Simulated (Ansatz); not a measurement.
This script drives Ansatz 0.2.0 through its Python package.

The script, `run_pdos.py`:
```python
"""Projected density of states of Eu2Si3Au."""

import warnings

import ansatz as az
import numpy as np


def main() -> None:
    lattice = az.Lattice.of(
        (4.2249, 0.0, 0.0),
        (-2.11245, 3.65887, 0.0),
        (0.0, 0.0, 8.87403),
    )
    sites = [
        ("Eu", (2 / 3, 1 / 3, 0.24787)),
        ("Eu", (2 / 3, 1 / 3, 0.75213)),
        ("Si", (0.0, 0.0, 0.5)),
        ("Si", (1 / 3, 2 / 3, 0.0)),
        ("Si", (1 / 3, 2 / 3, 0.5)),
        ("Au", (0.0, 0.0, 0.0)),
    ]
    xtal = az.Crystal(lattice=lattice)
    for symbol, position in sites:
        xtal = xtal.atom(symbol, position)
    xtal = xtal.moments(Eu=7)

    calc = (
        xtal.calculation()
        .functional(az.Functional.R2SCAN, dispersion="d3bj")
        .basis(500)
        .kpoints(density=3.4)
        .occupations("gaussian", width=0.01)
        .spin("collinear")
        .mixing("anderson")
        .scf(tolerance=1e-05, max_iterations=150)
        .scf(extra_bands=18)
        .density_of_states(projected=True, energy_step=0.05)
    )
    with warnings.catch_warnings(record=True) as caught:
        warnings.simplefilter("always")
        res = calc.run(threads=1)
    print("warnings raised:", sorted(w.category.__name__ for w in caught) or "none")
    data = res.report

    dos = res.density_of_states()
    energy = np.asarray(dos.energies_ev) - dos.fermi_ev
    curves = {}
    for site in res.projected_density_of_states().sites:
        for shell in site.shells:
            weight = sum(np.sum(curve.g_bin_mean_per_ev, axis=0) for curve in shell.curves)
            name = f"{site.species} {shell.label}"
            curves[name] = curves.get(name, 0) + weight

    print("E-EF   " + " ".join(f"{name:>8s}" for name in curves))
    for e in np.arange(-10, 6 + 0.1, 0.5):
        print(f"{e:5.1f}  " + " ".join(f"{np.interp(e, energy, g):8.3f}" for g in curves.values()))


if __name__ == "__main__":
    main()
```

It is started by `python run_pdos.py`. How long does it take on 1 thread of Arm Neoverse V2, with other jobs on the host, and how much memory does it need?

It took about 90 s, with a peak of 0.8 GiB, for 1 run of the engine.

`python run_pdos.py` gives:
```text
warnings raised: ['DeckWarning']
E-EF      Eu 5S    Eu 6S    Eu 5P    Eu 5D    Eu 4F    Si 3S    Si 3P    Au 5S    Au 6S    Au 5P    Au 5D
-10.0     0.004    0.041    0.021    0.129    0.002    0.607    0.185    0.000    0.001    0.000    0.000
 -9.5     0.008    0.102    0.046    0.225    0.003    1.120    0.290    0.003    0.208    0.000    0.076
 -9.0     0.005    0.076    0.025    0.168    0.003    0.668    0.094    0.003    0.195    0.002    0.162
 -8.5     0.003    0.074    0.061    0.733    0.016    2.725    0.242    0.005    0.312    0.017    1.151
 -8.0     0.001    0.001    0.004    0.055    0.002    0.221    0.064    0.000    0.000    0.001    0.080
 -7.5     0.004    0.006    0.008    0.072    0.003    0.316    0.293    0.000    0.002    0.000    0.016
 -7.0     0.002    0.004    0.005    0.054    0.003    0.223    0.233    0.000    0.005    0.000    0.068
 -6.5     0.003    0.005    0.005    0.054    0.003    0.200    0.265    0.000    0.011    0.000    0.203
 -6.0     0.012    0.054    0.043    0.449    0.033    1.165    2.369    0.007    0.266    0.006    4.615
 -5.5     0.003    0.018    0.009    0.072    0.009    0.015    0.467    0.000    0.017    0.003    3.571
 -5.0     0.015    0.097    0.013    0.118    0.014    0.009    0.395    0.000    0.019    0.000    3.883
 -4.5     0.008    0.056    0.029    0.338    0.026    0.505    1.522    0.002    0.210    0.001    1.143
 -4.0     0.007    0.032    0.015    0.117    0.010    0.029    0.936    0.000    0.047    0.000    0.165
 -3.5     0.014    0.112    0.026    0.274    0.016    0.103    1.368    0.001    0.079    0.004    0.336
 -3.0     0.010    0.092    0.022    0.272    0.028    0.040    1.729    0.000    0.049    0.002    0.131
 -2.5     0.006    0.113    0.043    0.445    0.039    0.109    1.856    0.001    0.073    0.010    0.178
 -2.0     0.004    0.073    0.008    0.138    0.028    0.052    0.359    0.000    0.031    0.003    0.069
 -1.5     0.005    0.115    0.031    0.753    0.156    0.063    1.886    0.000    0.012    0.019    0.199
 -1.0     0.004    0.126    0.020    0.860    0.442    0.248    1.326    0.000    0.027    0.006    0.153
 -0.5     0.002    0.031    0.015    0.931    7.596    0.213    1.445    0.000    0.019    0.010    0.188
  0.0     0.002    0.069    0.023    1.368    1.964    0.191    1.979    0.000    0.015    0.011    0.261
  0.5     0.001    0.030    0.007    1.268    0.351    0.213    1.015    0.000    0.005    0.005    0.070
  1.0     0.000    0.019    0.001    0.408    0.043    0.112    0.240    0.000    0.004    0.001    0.015
  1.5     0.002    0.076    0.003    1.040    0.084    0.343    0.755    0.000    0.007    0.002    0.059
  2.0     0.002    0.115    0.004    0.865    0.065    0.194    0.540    0.000    0.012    0.002    0.046
  2.5     0.002    0.096    0.003    0.902    0.054    0.184    0.517    0.000    0.047    0.001    0.038
  3.0     0.003    0.159    0.004    2.084    0.128    0.235    0.692    0.001    0.050    0.001    0.067
  3.5     0.011    0.549    0.004    3.062    0.183    0.256    0.919    0.002    0.093    0.001    0.088
  4.0     0.005    0.295    0.003    1.819    0.204    0.175    0.440    0.001    0.050    0.001    0.038
  4.5     0.006    0.346    0.006    2.934    0.326    0.599    0.755    0.002    0.156    0.001    0.079
  5.0     0.006    0.245    0.003    2.916    0.687    0.293    0.798    0.001    0.061    0.001    0.060
  5.5     0.011    0.321    0.003    2.530    2.920    0.335    0.621    0.002    0.085    0.001    0.044
  6.0     0.004    0.210    0.002    1.262   27.821    0.177    0.294    0.000    0.021    0.000    0.037
```

Reading the output:
- These settings explore the input space; cutoff and mesh may be short of convergence.
- Open f shells: without a Hubbard U, without spin-orbit coupling; the state reached hangs on the start and needn't be the lowest.
- The dispersion term runs with damping parameters of another functional.
- Dispersion corrections can be off by several per cent in the lattices of metals, and by several GPa in the pressure at a fixed cell.
- r2SCAN tends to overestimate the moments of itinerant magnets.
- The structure comes from a database of computed cells and needn't be a stable or known phase.
- Curves are summed over the cell's atoms. Only shells that the potentials hold have channels, so projections don't add up to the total, least of all where a shell is missing (p of most metals); heights and places of peaks move with the mesh.
- The computed bands are complete only to about 4.4 eV above the Fermi level; beyond that the density of states is undercounted.
